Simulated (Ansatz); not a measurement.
# BrZn: the cost of one run

Computed with Ansatz 0.2.0 through its Python package. Level of theory: PBE0+D4/def2-SVP.

## 1. The structure

Bond lengths: Zn1–Br2 2.305 Å.

brzn.xyz, read by the script:

```xyz
2

Zn    0.00000    0.00000    0.00000
Br    0.00000    0.00000    2.30500
```

## 2. The script

Input file adiabatic_brzn.py:

```python
"""How BrZn relaxes after losing an electron."""

import itertools

import ansatz as az
from ase.data import atomic_numbers, covalent_radii
import numpy as np

BASIS_SET = "def2-SVP"
FUNCTIONAL = "pbe0"
DISPERSION = "d4"
CHARGE = 1

mol = az.Crystal.molecule_from_extxyz("brzn.xyz")

base = (
    mol.calculation()
    .basis(gaussian=BASIS_SET)
    .functional(FUNCTIONAL, dispersion=DISPERSION)
    .spin("collinear", total=1)
)
symbols = [site.symbol for site in mol.cartesian_sites]
start = np.array([site.position_ang for site in mol.cartesian_sites], dtype=float)
summary = base.relax(force_tolerance=0.01, max_steps=100).run(threads=1, backend="cpu").report
end = np.array(summary["positions_ang"])

minimum = az.Crystal.molecule()
for symbol, place in zip(symbols, end):
    minimum = minimum.atom(symbol, place.tolist())
ion = (
    minimum.calculation()
    .basis(gaussian=BASIS_SET)
    .functional(FUNCTIONAL, dispersion=DISPERSION)
    .charge(CHARGE)
)
vertical = ion.run(threads=1, backend="cpu").report
settled = ion.relax(force_tolerance=0.01, max_steps=80).run(threads=1, backend="cpu").report
print(f"vertical ionisation energy   {vertical['free_energy_ev'] - summary['free_energy_ev']:.3f} eV")
print(f"adiabatic, no zero point     {settled['free_energy_ev'] - summary['free_energy_ev']:.3f} eV")
print(f"relaxation energy of the ion {vertical['free_energy_ev'] - settled['free_energy_ev']:.3f} eV")
ionised = np.array(settled["positions_ang"])
# pairs closer than 1.2 times the sum of covalent radii, before or after
radius = [covalent_radii[atomic_numbers[s]] for s in symbols]
span = lambda where, i, j: np.linalg.norm(where[i] - where[j])
bonded = [(i, j) for i, j in itertools.combinations(range(len(symbols)), 2) if min(span(end, i, j), span(ionised, i, j)) < 1.2 * (radius[i] + radius[j])]
print("pair        before    after (A)")
for i, j in bonded:
    print(f"{symbols[i]}{i}-{symbols[j]}{j}".ljust(10), f"{span(end, i, j):8.4f} {span(ionised, i, j):8.4f}")
```

## 3. The calls as engine input

The package turns the script's settings into the engine's input (first run):

```yaml
crystal:
  periodic: [false, false, false]
  atoms:
    - { symbol: Zn, position_ang: [0.0, 0.0, 0.0] }
    - { symbol: Br, position_ang: [0.0, 0.0, 2.305] }
basis:
  gaussian:
    orbitals: def2-SVP
hamiltonian:
  xc: pbe0
  dispersion: d4
magnetization:
  spin_polarized: true
  initial_magnetization: 1.0
relax:
  f_tol: 0.01
  max_steps: 100
```

## 4. Launch

Launch:

```
$ python adiabatic_brzn.py
```

**Question.** How long does this script take on 1 thread of Arm Neoverse V1, shared host, and how much memory does it need?

About 21 s, with a peak of 0.25 GiB.
